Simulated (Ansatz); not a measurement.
# CH6FInOSi: the cost of one run

Program: Ansatz 0.2.0, Gaussian basis. Level of theory: the settings change from run to run. These are calculated values, not measurements.

**1. The geometry**

The structure was relaxed beforehand with PBE0-D4 in a triple-zeta def2 set. In takes a core potential in def2 sets; no spin-orbit term is included.

SMILES `[F][InH][CH2]O[SiH3]`, 11 atoms, charge 0, spin multiplicity 1.

Atoms are counted from 1 here; the program's logs count them from 0.

Bond lengths: F1–In2 1.973 Å, In2–C3 2.191 Å, In2–H6 1.708 Å, C3–O4 1.420 Å, C3–H7 1.091 Å, C3–H8 1.094 Å, O4–Si5 1.636 Å, Si5–H9 1.478 Å, Si5–H10 1.484 Å, Si5–H11 1.515 Å. Angles: F1–In2–C3 107.6°, F1–In2–H6 111.3°, C3–In2–H6 140.7°, In2–C3–O4 111.9°, In2–C3–H7 110.2°, In2–C3–H8 107.7°, O4–C3–H7 107.8°, O4–C3–H8 111.0°, H7–C3–H8 108.2°, C3–O4–Si5 118.7°, O4–Si5–H9 108.8°, O4–Si5–H10 113.7°, O4–Si5–H11 105.5°, H9–Si5–H10 111.5°, H9–Si5–H11 110.4°, H10–Si5–H11 106.7°.

As a file:

```mol
CH6FInOSi
  3D, bonds by distance, orders not assigned

 11 10  0  0  0  0  0  0  0  0999 V2000
   -2.6006    0.7401    1.1720 F   0  0
   -0.6530    0.7334    1.4857 In  0  0
    0.1456   -1.1340    0.6636 C   0  0
    1.0595   -0.8973   -0.3975 O   0  0
    0.6615    0.1971   -1.5467 Si  0  0
   -0.1670    2.0878    2.4057 H   0  0
    0.6726   -1.6919    1.4393 H   0  0
   -0.7017   -1.7375    0.3240 H   0  0
    1.8820    0.5685   -2.2933 H   0  0
   -0.4162   -0.2608   -2.4581 H   0  0
    0.1172    1.3945   -0.7949 H   0  0
  1  2  8  0
  2  3  8  0
  3  4  8  0
  4  5  8  0
  2  6  8  0
  3  7  8  0
  3  8  8  0
  5  9  8  0
  5 10  8  0
  5 11  8  0
M  END
```

**2. wB97M-V/def2-TZVPP**

Input file in.yaml:

```yaml
crystal:
  periodic: [false, false, false]
  atoms:
    - {symbol: F, position_ang: [-2.600637, 0.740091, 1.172039]}
    - {symbol: In, position_ang: [-0.653019, 0.733388, 1.485691]}
    - {symbol: C, position_ang: [0.145645, -1.133954, 0.663638]}
    - {symbol: O, position_ang: [1.059529, -0.897271, -0.397451]}
    - {symbol: Si, position_ang: [0.661502, 0.197051, -1.546690]}
    - {symbol: H, position_ang: [-0.167035, 2.087775, 2.405687]}
    - {symbol: H, position_ang: [0.672632, -1.691884, 1.439348]}
    - {symbol: H, position_ang: [-0.701739, -1.737483, 0.323962]}
    - {symbol: H, position_ang: [1.882041, 0.568528, -2.293266]}
    - {symbol: H, position_ang: [-0.416173, -0.260779, -2.458075]}
    - {symbol: H, position_ang: [0.117243, 1.394538, -0.794891]}
basis:
  gaussian: {orbitals: def2-TZVPP}
hamiltonian: {xc: {name: wB97M-V}}
```

Run with:

```bash
$ ansatz run in.yaml --threads 4 --pin off --events-out ev --progress --plain --max-ram 10444MiB
```

Q: Estimate wall time and peak memory on 4 threads of Intel Xeon Platinum 8375C at 2.90GHz, shared host.

About 9.5 s, with a peak of 0.83 GiB.
